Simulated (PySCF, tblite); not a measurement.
# C₂H₈ClNSi₂: geometry, infrared bands and NMR shifts

What infrared bands and NMR shifts should C₂H₈ClNSi₂ (`C=C[Si@H](Cl)[SiH2]N`) show?

Computed with tblite 0.8.0 and PySCF 2.14.0, with density-fitted response routines of our own, on a single molecule in the gas phase. Atoms are numbered from 0 throughout.

## (1) Starting geometry

14 atoms, charge 0, multiplicity 1; geometry from: force field or distance geometry start.

Bonds of the start (Å): C0–C1 1.32, C1–Si2 1.86, Si2–Cl3 2.11, Si2–Si4 2.22, Si4–N5 1.78, C0–H6 1.11, C0–H7 1.06, C1–H8 1.09, Si2–H9 1.46, Si4–H10 1.46, Si4–H11 1.49, N5–H12 1.04, N5–H13 1.05.

## (2) Geometry optimisation with GFN2-xTB

What the job is given:

```
{"job": {"kind": "relax", "xc": "GFN2-xTB", "basis": "xTB"}, "charge": 0, "multiplicity": 1}
C     -2.882100     0.066300    -0.535700
C     -1.805600    -0.011400     0.232800
Si    -0.183800     0.351600    -0.599600
Cl    -0.195100    -0.321300    -2.595000
Si     1.422900    -0.585900     0.619800
N      2.890600     0.384300     0.372400
H     -3.895100    -0.128300    -0.136400
H     -2.792600     0.339500    -1.559200
H     -1.835900    -0.283200     1.286700
H     -0.034800     1.807500    -0.570200
H      0.974500    -0.665500     2.004200
H      1.616200    -1.982400     0.145700
H      2.955500     1.221800     0.988700
H      3.764600    -0.193200     0.323500
```

Launch:

```console
$ OMP_NUM_THREADS=1 python probes_run.py task.json out
```

This one command runs all jobs of the session in turn.

**Question.** This job is followed by: GFN2-xTB harmonic vibrations, gas phase; GIAO PBE0/pcSseg-1 NMR shielding, non-relativistic, gas phase. Predict these results of the whole session: strongest single infrared mode (GFN2-xTB); zero-point energy (GFN2-xTB); ¹³C shifts against TMS (PBE0/pcSseg-1); ¹H shifts against TMS (PBE0/pcSseg-1, means over atoms taken as alike); ²⁹Si shifts against TMS (PBE0/pcSseg-1); ³⁵Cl shifts against HCl (PBE0/pcSseg-1); ¹⁵N shifts against NH3 (PBE0/pcSseg-1).

**Answer**, as computed:

| quantity | value |
| --- | --- |
| strongest single infrared mode (GFN2-xTB) | 632 cm⁻¹, 485 km/mol |
| zero-point energy (GFN2-xTB) | 58.3 kcal/mol |
| ¹³C shifts against TMS (PBE0/pcSseg-1) | 143.2, 140.7 ppm |
| ¹H shifts against TMS (PBE0/pcSseg-1, means over atoms taken as alike) | 6.56, 6.39, 6.38, 5.66, 5.10, 4.99, -0.12 ppm |
| ²⁹Si shifts against TMS (PBE0/pcSseg-1) | -9.9, -49.8 ppm |
| ³⁵Cl shifts against HCl (PBE0/pcSseg-1) | -88 ppm |
| ¹⁵N shifts against NH3 (PBE0/pcSseg-1) | -1.4 ppm |

**Reading.** Over 128 steps the energy fell by 0.488 eV; of the close pairs, Si2–Si4 changed most, 2.224 to 2.313 Å. The lowest mode is slightly imaginary (12i cm⁻¹), a soft motion within the noise of the Hessian, so the minimum is not strictly shown. The strongest single mode, at 632 cm⁻¹, moves mainly H9. GFN2-xTB is a fitted tight-binding method: band positions and strengths are rough. Its intensities can rank the bands wrongly. The most deshielded carbon is C0 (terminal =CH2 carbon), at 143.2 ppm: an sp2 carbon of a C=C bond. At PBE0/pcSseg-1: The largest span, 258 ppm, is at C0, where the paramagnetic term is -209 ppm.
